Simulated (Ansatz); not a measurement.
# SnGe3O4: the cost of one run

Program: Ansatz 0.2.0. Level of theory: DFT PBE, scalar-relativistic, plane waves, PAW. These are calculated values, not measurements.

**1. The system as given**

Symmetry: P1, No. 1, triclinic system. The conventional cell has a = 5.077 Å, b = 5.668 Å, c = 6.353 Å, α = 107.39°, β = 112.82°, γ = 91.21°. Sn (site symmetry 1) has 3 O at 2.13 to 2.17 Å as nearest neighbours. Around Ge (site symmetry 1) lie 3 O at 1.91 to 1.98 Å. Ge (site symmetry 1) has 3 O at 1.94 to 1.96 Å as nearest neighbours. Ge (site symmetry 1) has 3 O at 1.92 to 1.98 Å as nearest neighbours. Around O (site symmetry 1) lie 3 Ge at 1.94 to 1.98 Å. O (site symmetry 1) is surrounded by 2 Ge at 1.92 to 1.96 Å and 1 Sn at 2.16 Å. O (site symmetry 1) is surrounded by 2 Ge at 1.91 to 1.95 Å and 1 Sn at 2.17 Å. O (site symmetry 1) has 2 Ge at 1.94 to 1.96 Å and 1 Sn at 2.13 Å as nearest neighbours.

As a file:

```
Sn Ge O
1.0
     5.07666    0.01111    0.00471
    -0.13199    5.66623    0.03692
    -2.46447   -1.99267    5.50606
Sn Ge O
1 3 4
Direct
  0.40756 0.41341 0.74525
  0.69009 0.08329 0.28061
  0.09082 0.58938 0.28179
  0.80822 0.90539 0.70846
  0.91119 0.84787 0.42895
  0.46419 0.66293 0.56207
  0.01164 0.34621 0.42032
  0.61629 0.15151 0.57254
```

It is the end of an earlier relaxation with the same method, from a generated guess; it is a trial structure. At a tolerance of 0.02 Å it has space group P1 (No. 1); it has 19.85 Å³/atom, an uncorrected energy of -1.20 eV/atom over the elements.

**2. Static run: bands, density of states and charges**

input.yaml reads:

```yaml
crystal:
  lattice:
    - [5.0766604536, 0.0111134413, 0.0047104773]
    - [-0.1319879404, 5.6662270348, 0.0369165021]
    - [-2.4644680985, -1.9926735944, 5.5060565588]
  atoms:
    - { symbol: Sn, position: [0.4075550351, 0.4134063123, 0.7452547482] }
    - { symbol: Ge, position: [0.6900903166, 0.0832940894, 0.2806068533] }
    - { symbol: Ge, position: [0.0908232895, 0.5893779517, 0.2817890531] }
    - { symbol: Ge, position: [0.8082178358, 0.9053945367, 0.7084617969] }
    - { symbol: O, position: [0.9111861364, 0.8478741408, 0.4289516264] }
    - { symbol: O, position: [0.4641933738, 0.6629325722, 0.562072367] }
    - { symbol: O, position: [0.0116418237, 0.3462101255, 0.4203213991] }
    - { symbol: O, position: [0.6162921893, 0.1515102713, 0.5725421558] }
basis:
  ecutwfc: 420
kpoints:
  mp_grid: { grid: [6, 6, 6] }
  band_path:
    path:
      - [[0.0, 0.0, 0.0], [0.0, -0.5, 0.0]]
      - [[-0.5, 0.0, 0.0], [0.0, 0.0, 0.0], [0.0, 0.0, -0.5]]
      - [[0.5, 0.5, -0.5], [0.0, 0.0, 0.0], [0.5, 0.0, -0.5]]
      - [[0.0, 0.5, -0.5], [0.0, 0.0, 0.0], [0.5, -0.5, 0.0]]
    npoints: 14
hamiltonian:
  xc: pbe
scf:
  occupations: { method: gaussian, width: 0.02 }
  n_extra_bands: 20
output:
  forces: true
  stress: true
  eigenvalues: true
  populations: true
  dos: { projected: true, de: 0.02, nscf_kmesh: { grid: [9, 9, 9] } }
  bader: true
```

Command:

```bash
$ ansatz run input.yaml --threads 1 --pin off --max-ram 2560MiB --backend cpu --events-out ev --progress --plain --runs-dir out
```

Q: Estimate wall time and peak memory on 1 thread of Intel Xeon at 2.50GHz (Skylake/Cascade Lake), shared host.

About 14 min, with a peak of 1.9 GiB.
